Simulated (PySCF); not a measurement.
# NbO₂: structure of the doublet

Aim: relax NbO₂ as a doublet from a linear start, check by its vibrations whether the end is a minimum, and collect its spectrum and constants.

The runs use PySCF 2.14.0; PBE0, basis Nb def2-TZVP with ECP28, O def2-TZVP, scalar-relativistic core potentials, no spin–orbit coupling, density fitting.

**1. Starting geometry**

3 atoms, charge 0, spin multiplicity 2.

Bond lengths: Nb1–O2 1.820 Å, Nb1–O3 1.820 Å. Angles: O2–Nb1–O3 180.0°.

Coordinates in bohr (charge 0 multiplicity 2):
```
Nb    0.0000    0.0000    0.0000
O     0.0000    0.0000    3.4393
O     0.0000    0.0000   -3.4393
```

**2. Finding the electronic state**

The steps below are one call of a driver around PySCF. For each, scf.py gives the equivalent set-up of the SCF; relaxations use the driver's own optimiser. After this first run the driver tries any further starts and a stability analysis.

File scf.py:

```python
from pyscf import gto, scf, dft
mol = gto.M(atom='''
Nb     0.000000     0.000000     0.000000
O      0.000000     0.000000     1.820000
O      0.000000     0.000000    -1.820000''',
    basis={'Nb': 'def2-TZVP', 'O': 'def2-TZVP'},
    ecp={'Nb': 'def2-TZVP'},
    charge=0, spin=1)
mf = dft.UKS(mol, xc='PBE0')
mf.grids.atom_grid = (50, 194)
aux = {'Nb': 'def2-universal-JKFIT', 'O': 'def2-universal-JKFIT'}
mf = mf.density_fit(auxbasis=aux)
mf.conv_tol = 1e-08
mf.diis_space = 10
mf.max_cycle = 60
mf.init_guess = 'minao'
mf.verbose = 4
mf.kernel()
```

Started as:

```bash
$ OMP_NUM_THREADS=2 python axn.py task.json out
```

Log:

```text
init E= -200.955472940014
[... the frontier-level lines of each cycle are left out ...]
cycle= 1 E= -206.859431434374  delta_E= -5.9  |g|= 0.918  |ddm|= 3.25
cycle= 2 E= -206.58042035074  delta_E= 0.279  |g|= 1.04  |ddm|= 2.14
cycle= 3 E= -207.07337659647  delta_E= -0.493  |g|= 0.701  |ddm|= 1.82
cycle= 4 E= -207.26632735222  delta_E= -0.193  |g|= 0.0892  |ddm|= 0.291
cycle= 5 E= -207.271124468552  delta_E= -0.0048  |g|= 0.0116  |ddm|= 0.0825
cycle= 6 E= -207.271217526875  delta_E= -9.31e-05  |g|= 0.0025  |ddm|= 0.0102
cycle= 7 E= -207.27123145854  delta_E= -1.39e-05  |g|= 0.00136  |ddm|= 0.00415
cycle= 8 E= -207.271238812147  delta_E= -7.35e-06  |g|= 0.000537  |ddm|= 0.00394
cycle= 9 E= -207.27124011032  delta_E= -1.3e-06  |g|= 0.000108  |ddm|= 0.0024
cycle= 10 E= -207.271240118129  delta_E= -7.81e-09  |g|= 1.66e-05  |ddm|= 0.000138
Extra cycle  E= -207.271240117558  delta_E= 5.7e-10  |g|= 4.35e-05  |ddm|= 3.04e-05
converged SCF energy = -207.271240117558  <S^2> = 0.75980953  2S+1 = 2.0097856
```

This step, with its further starts and checks, took 20 s on 2 threads of Arm Neoverse V2, shared host.

Energies from each starting density:

| start | energy (Eh) |
| --- | --- |
| the minimal-basis guess | -207.271240 |
| a thermally smeared density | -207.271238 |
| a smeared PBE density | -207.271240 |

No lower solution of this spin turned up from the other starts or in the test of internal stability.

**3. Relaxation: linear start, doublet**

The program finds D∞h symmetry in the start, which this walk keeps. The walk stops when the largest gradient is under 0.0003 Eh/bohr and the energy has settled too.

scf.py: that of step 2 with these lines changed.

```diff
@@ -16 +15,0 @@
-mf.init_guess = 'minao'
```

Energy and gradient, step by step:

| step | energy (Eh) | change (kJ/mol) | largest symmetric gradient (Eh/bohr) |
| --- | --- | --- | --- |
| 0 | -207.271241 | 0.00 | 0.02572 |
| 1 | -207.272407 | -3.06 | 0.01085 |
| 2 | -207.272623 | -3.63 | 0.00075 |
| 3 | -207.272624 | -3.63 | 0.00002 |

The walk took 8.4 s.

After 3 steps and 3.6 kJ/mol it ends at D∞h: Nb–O 1.792 Å (×2); O–Nb–O 180.0°.

**4. Vibrations and properties at this point**

On the finer grid the gradient is checked again; gradients at displacements of ±0.02 bohr then give force constants and infrared intensities.

scf.py: that of step 3 with these lines changed.

```diff
@@ -3,3 +3,3 @@
-Nb     0.000000     0.000000     0.000000
-O      0.000000     0.000000     1.820000
-O      0.000000     0.000000    -1.820000''',
+Nb     0.000000     0.000000    -0.000000
+O      0.000000    -0.000000     1.792148
+O     -0.000000     0.000000    -1.792148''',
@@ -10 +10 @@
-mf.grids.atom_grid = (50, 194)
+mf.grids.atom_grid = (75, 302)
@@ -13 +13 @@
-mf.conv_tol = 1e-08
+mf.conv_tol = 1e-10
```

The driver hands on the density of the step before, so the log starts near convergence.

Log of the central SCF (cycles and frontier levels):

```text
init E= -207.272566193588
[... the frontier-level lines of each cycle are left out ...]
cycle= 1 E= -207.272566193575  delta_E= 1.36e-11  |g|= 6.48e-06  |ddm|= 4.53e-06
Extra cycle  E= -207.272566193458  delta_E= 1.17e-10  |g|= 1.84e-05  |ddm|= 1.13e-05
converged SCF energy = -207.272566193458  <S^2> = 0.75852762  2S+1 = 2.0085095
```

The whole step took 31 s.

Geometry: D∞h; Nb–O 1.792 Å (×2); O–Nb–O 180.0°.

Harmonic modes (main isotopes):

```tsv
ω (cm⁻¹)	IR (km/mol)	type
327i	156	bend
327i	156	bend
808	895	stretch
932	0.0	stretch
```

With 2 modes imaginary (up to 327i cm⁻¹) this point is a saddle.

The SCF density has lower symmetry than the nuclear frame, so the modes carry no labels; pairs that should be degenerate can split.

Properties at this point:

```
Dipole moment                                                   : 0.00 D
Highest occupied level                                          : -6.84 eV
Lowest empty level                                              : -4.09 eV
Rotational constants                                            : 0.1641 cm⁻¹
Zero-point energy (real modes)                                  : 10.4 kJ/mol
Principal polarisabilities                                      : 31.2, 31.2, 63.4 bohr³
Atomisation energy without zero-point energy                    : 1092 kJ/mol
Principal traceless quadrupole moments about the centre of mass : -25.15, 12.58, 12.58 D Å
Spin squared ⟨S²⟩                                               : 0.759
```

Charges (e) and bond orders:

```csv
atom,Mulliken,Löwdin,polar tensor,spin (Mulliken),Mayer order to Nb1
Nb1,1.39,0.91,2.86,1.17,–
"O2,3",-0.69,-0.46,-1.43,-0.08,1.82
```

Outer orbital energies (eV). α occupied: -22.99, -10.45, -9.95, -9.95, -7.89, -7.89, -7.70, -6.84; empty: -4.09, -3.98, -0.43, -0.43. β occupied: -25.02, -23.14, -10.41, -9.86, -9.86, -8.06, -8.06, -6.95; empty: -3.64, -3.43, -3.05, -0.07.

Mulliken populations on Nb1 (outside its core potential): s 2.06, p 6.35, d 3.10, f 0.10.

**5. Following the imaginary mode**

The atoms are moved a little along the softest imaginary mode and relaxed again.

The program finds C2v symmetry in the start, which this walk keeps. Threshold on the gradient: 0.0003 Eh/bohr, with a further test on the energy change.

scf.py: that of step 4 with these lines changed.

```diff
@@ -3,3 +3,3 @@
-Nb     0.000000     0.000000    -0.000000
-O      0.000000    -0.000000     1.792148
-O     -0.000000     0.000000    -1.792148''',
+Nb    -0.003874    -0.041137     0.000000
+O      0.011250     0.119471     1.792148
+O      0.011250     0.119471    -1.792148''',
@@ -10 +10 @@
-mf.grids.atom_grid = (75, 302)
+mf.grids.atom_grid = (50, 194)
@@ -13 +13 @@
-mf.conv_tol = 1e-10
+mf.conv_tol = 1e-08
```

Energy and gradient, step by step:

```csv
step,energy (Eh),change (kJ/mol),largest symmetric gradient (Eh/bohr)
0,-207.276616,0.00,0.02377
1,-207.286113,-24.94,0.03845
2,-207.302577,-68.16,0.03953
3,-207.314559,-99.62,0.09729
4,-207.329375,-138.52,0.06752
5,-207.349777,-192.08,0.03516
6,-207.360709,-220.79,0.00275
7,-207.360774,-220.96,0.00110
8,-207.360777,-220.96,0.00021
9,-207.360777,-220.96,0.00002
```

The walk took 26 s.

After 9 steps and 221.0 kJ/mol it ends at C2v: Nb–O 1.700 Å (×2); O–Nb–O 104.9°.

**6. Frequencies**

The same treatment as at the point before.

scf.py: that of step 5 with these lines changed.

```diff
@@ -3,3 +3,3 @@
-Nb    -0.003874    -0.041137     0.000000
-O      0.011250     0.119471     1.792148
-O      0.011250     0.119471    -1.792148''',
+Nb    -0.024856    -0.263955    -0.000000
+O      0.072242     0.767177     1.347898
+O      0.072242     0.767177    -1.347898''',
@@ -10 +10 @@
-mf.grids.atom_grid = (50, 194)
+mf.grids.atom_grid = (75, 302)
@@ -13 +13 @@
-mf.conv_tol = 1e-08
+mf.conv_tol = 1e-10
```

SCF at the final geometry:

```text
init E= -207.360805768478
[... the frontier-level lines of each cycle are left out ...]
cycle= 1 E= -207.360805767314  delta_E= 1.16e-09  |g|= 5.75e-05  |ddm|= 3.54e-05
cycle= 2 E= -207.36080575493  delta_E= 1.24e-08  |g|= 0.000188  |ddm|= 0.000113
cycle= 3 E= -207.360805768595  delta_E= -1.37e-08  |g|= 4.9e-06  |ddm|= 8.63e-05
cycle= 4 E= -207.360805768604  delta_E= -9.66e-12  |g|= 4.62e-07  |ddm|= 2.32e-06
Extra cycle  E= -207.360805768602  delta_E= 2.22e-12  |g|= 1.31e-06  |ddm|= 1.66e-06
converged SCF energy = -207.360805768602  <S^2> = 0.76023034  2S+1 = 2.0102043
```

The whole step took 36 s on 2 threads of Arm Neoverse V2, shared host.

Geometry: C2v; Nb–O 1.700 Å (×2); O–Nb–O 104.9°.

Harmonic modes (main isotopes):

```json
{"symmetry": "a1", "ω (cm⁻¹)": "359", "IR (km/mol)": "0.1", "μ (u)": "17.85"}
{"symmetry": "b2", "ω (cm⁻¹)": "982", "IR (km/mol)": "262", "μ (u)": "18.76"}
{"symmetry": "a1", "ω (cm⁻¹)": "1036", "IR (km/mol)": "170", "μ (u)": "17.93"}
```

Every mode is real; the point is a minimum.

Constants and moments:

- Dipole moment: 5.26 D
- Highest occupied level: -6.00 eV
- Lowest empty level: -3.01 eV
- Rotational constants: 0.6604, 0.29, 0.2015 cm⁻¹
- Zero-point energy: 14.2 kJ/mol
- Principal polarisabilities: 53.4, 73.2, 88.9 bohr³
- Atomisation energy without zero-point energy: 1323 kJ/mol
- Principal traceless quadrupole moments about the centre of mass: -7.20, 3.27, 3.93 D Å
- Entropy at 298.15 K and 1 bar (electronic part: spin only): 271.8 J/(mol K)
- Heat capacity Cp at 298.15 K: 42.8 J/(mol K)
- Enthalpy at 298.15 K above 0 K: 11.03 kJ/mol
- Rotational symmetry number: 2
- Spin squared ⟨S²⟩: 0.760

Charges (e) and bond orders:

```
atom  Mulliken  Löwdin  polar tensor  spin (Mulliken)  Mayer order to Nb1
 Nb1      1.10    0.60          1.66             1.14                   –
O2,3     -0.55   -0.30         -0.83            -0.07                2.11
```

Outer orbital energies (eV). α occupied: -24.52, -11.07, -10.70, -10.15, -9.73, -9.50, -8.30, -6.00; empty: -3.01, -2.76, -0.96, -0.35. β occupied: -24.87, -24.62, -11.04, -10.71, -10.20, -9.79, -9.42, -8.37; empty: -2.96, -2.23, -1.96, -0.63.

Mulliken populations on Nb1 (outside its core potential): s 2.56, p 6.17, d 3.08, f 0.08.

**7. The points found, side by side**

| spin | group | bonds | imaginary modes (cm⁻¹) | ΔE (kJ/mol) | with zero-point energy |
| --- | --- | --- | --- | --- | --- |
| doublet | C2v | Nb–O 1.700 Å (×2) | none | 0.0 | 0.0 |
| doublet | D∞h (density of lower symmetry) | Nb–O 1.792 Å (×2) | 327i, 327i | 231.7 | – |

**8. Fields at the lowest minimum**

The plane holds Nb1 at (0.00, 0.00), O2 at (1.70, 0.00), O3 at (-0.44, 1.64) Å. Columns run from x = -2.55 to 4.05 Å, rows from y = 4.05 (top) to -1.95 Å, in steps of 0.3 Å. Electrons inside core potentials are absent.

Density (cut at 5 e/Å³):

Ten steps from '0' (0.000 e/Å³) to '9' (5.000 e/Å³), finer at the low end (step k begins (100^(k/10) - 1)/99 of the way up):
```
00000000000000000000000
00000000000000000000000
00000000000000000000000
00000000000000000000000
00000112210000000000000
00001244431000000000000
00012567753100000000000
00024699974200000000000
00024799985210000000000
00024799975321111000000
00013578865333332100000
00012467886555654210000
00012469999668986420000
00012489559889998520000
00002489559889998520000
00001369999768986410000
00001246886555654210000
00000123443333332100000
00000011221111111000000
00000000000000000000000
00000000000000000000000
```

ELF (0 where the density is under 0.005 e/Å³):

Ten even steps from '0' (0.00) to '9' (1.00):
```
00000000000000000000000
00000000000000000000000
00000000000000000000000
00000122221000000000000
00012356543100000000000
00024678875200000000000
00136888886300000000000
00257885887300000000000
01357849387300000000000
01357883785200233210000
00246777642114565421000
00123333453147887642000
00000147888358888852000
00000388008566348863000
00000488007467338862000
01000378888358888752000
00110136886147887531000
00221012442136665320000
00432100110013443200000
00044211000001221000000
00005431100000000000000
```

Spin density:

Ten even steps from '0' (-0.09 e/Å³) to '9' (0.29 e/Å³):
```
22222222222222222222222
22222222222222222222222
22222222222222222222222
22222222222222222222222
22222222222222222222222
22222222222222222222222
22222222222222222222222
22222212222222222222222
22222202012222222222222
22222210022222222222222
22222222222222222222222
22222223433222222222222
22222236754321122222222
22222249326320022222222
22222249338421112222222
22222235897322112222222
22222223443222222222222
22222222222222222222222
22222222222222222222222
22222222222222222222222
22222222222222222222222
```

Making the fields took 1.1 s.

**9. Outcome**

```
                                          quantity                             value
                                           minimum                      doublet, C2v
                                          geometry  Nb–O 1.700 Å (×2); O–Nb–O 104.9°
                                wavenumbers (cm⁻¹)     359 (a1), 982 (b2), 1036 (a1)
                                     dipole moment                            5.26 D
highest occupied, lowest empty level (either spin)                   -6.00, -3.01 eV
                        polar-tensor charge of Nb1                           +1.66 e
                                 zero-point energy                       14.2 kJ/mol
                               entropy at 298.15 K                   271.8 J/(mol K)
         atomisation energy (no zero-point energy)                       1323 kJ/mol
                                              ⟨S²⟩                             0.760
```

In words: The linear start (D∞h) ends in a minimum of C2v symmetry, after a stop at a second-order saddle point 231.7 kJ/mol higher, from which it was pushed off along an imaginary mode. In the infrared the band at 982 cm⁻¹ (b2, stretch) leads. With 5.3 D the molecule is strongly polar. Most of the spin sits on Nb1 (Mulliken spin 1.14, against 1 for the whole molecule). Only this shape and spin were tried, so other structures or states may lie lower. One determinant may miss the lowest occupation of an open d or f shell.

The search up to here took 2 min.
